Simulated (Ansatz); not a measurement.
# K2Re: the cost of one run

Computed with Ansatz 0.2.0 (DFT PBE, scalar-relativistic, plane waves, PAW, unless a step's input says otherwise).

1 further run of the same task is left out (it didn't finish).

### Step 1. The system as given

Symmetry: Fd-3m, No. 227, cubic system. The conventional cell has a = 8.910 Å, b = 8.910 Å, c = 8.910 Å, α = 90.00°, β = 90.00°, γ = 90.00°. K (site symmetry -3m) has 6 K at 3.15 Å as nearest neighbours. Around Re (site symmetry -43m) lie 12 K at 3.69 Å and 4 Re at 3.86 Å.

Structure file:

```
CELL_PARAMETERS angstrom
0.00000 4.45487 4.45487
4.45487 0.00000 4.45487
4.45487 4.45487 0.00000
ATOMIC_POSITIONS crystal
K 0.62500 0.62500 0.62500
K 0.12500 0.62500 0.62500
K 0.62500 0.62500 0.12500
K 0.62500 0.12500 0.62500
Re 0.00000 0.00000 0.00000
Re 0.25000 0.25000 0.25000
```

This is candidate A: cubic Laves (C15) type (Fd-3m, No. 227).

(A quick probe on a coarse mesh, which set the mesh and smearing, is not shown.)

### Step 3. Full relaxation (candidate A)

Input file input.yaml:

```yaml
crystal:
  lattice:
    - [0.0, 4.4548688873, 4.4548688873]
    - [4.4548688873, 0.0, 4.4548688873]
    - [4.4548688873, 4.4548688873, 0.0]
  atoms:
    - { symbol: K, position: [0.625, 0.625, 0.625] }
    - { symbol: K, position: [0.125, 0.625, 0.625] }
    - { symbol: K, position: [0.625, 0.625, 0.125] }
    - { symbol: K, position: [0.625, 0.125, 0.625] }
    - { symbol: Re, position: [0.0, 0.0, 0.0] }
    - { symbol: Re, position: [0.25, 0.25, 0.25] }
basis:
  ecutwfc: 420
kpoints:
  mp_grid: { grid: [8, 8, 8] }
hamiltonian:
  xc: pbe
scf:
  occupations: { method: gaussian, width: 0.1 }
output:
  forces: true
  stress: true
  eigenvalues: true
relax:
  adjacent_minimum: "off"
  f_tol: 0.01
  max_steps: 80
  cell: { stress_tol: 0.05 }
```

The run is started by

```sh
$ ansatz run input.yaml --threads 1 --pin off --max-ram 2560MiB --backend cpu --events-out ev --progress --plain --runs-dir out
```

Q: Estimate wall time and peak memory on 1 thread of Arm Neoverse V1, shared host.

About 57 s, with a peak of 0.49 GiB.
